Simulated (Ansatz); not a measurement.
# Cl3FSi: the cost of one run

Method: RKS r2SCAN/cc-pVDZ, in Ansatz 0.2.0.

## 1. The system as given

Bond lengths: Si1–F2 1.590 Å, Si1–Cl3 2.130 Å, Si1–Cl4 2.128 Å, Si1–Cl5 2.128 Å. Angles: F2–Si1–Cl3 109.4°, F2–Si1–Cl4 109.5°, F2–Si1–Cl5 109.5°, Cl3–Si1–Cl4 109.5°, Cl3–Si1–Cl5 109.5°, Cl4–Si1–Cl5 109.5°.

Coordinates:

```xyz
5

Si    0.0000    0.0000    0.0000
F     0.0000    0.0000    1.5900
Cl    2.0086    0.0000   -0.7093
Cl   -1.0032    1.7381   -0.7093
Cl   -1.0032   -1.7381   -0.7093
```

## 2. Preparing the start

input.yaml

```yaml
crystal:
  periodic: [false, false, false]
  atoms:
    - { symbol: Si, position_ang: [0.0, 0.0, 0.0] }
    - { symbol: F, position_ang: [0.0, 0.0, 1.59] }
    - { symbol: Cl, position_ang: [2.0086, 0.0, -0.7093] }
    - { symbol: Cl, position_ang: [-1.0032, 1.7381, -0.7093] }
    - { symbol: Cl, position_ang: [-1.0032, -1.7381, -0.7093] }
basis:
  gaussian: { orbitals: cc-pVDZ }
hamiltonian:
  xc: r2scan
relax:
  f_tol: 0.02
  max_steps: 40
output:
  orbitals: {}
```

On the command line:

```bash
> ansatz run input.yaml --threads 2 --pin off --max-ram 3072MiB --backend cpu --events-out ev --progress --plain --runs-dir out
```

Q: Estimate wall time and peak memory on 2 threads of Arm Neoverse V1, shared host.

About 26 s, with a peak of 0.16 GiB.
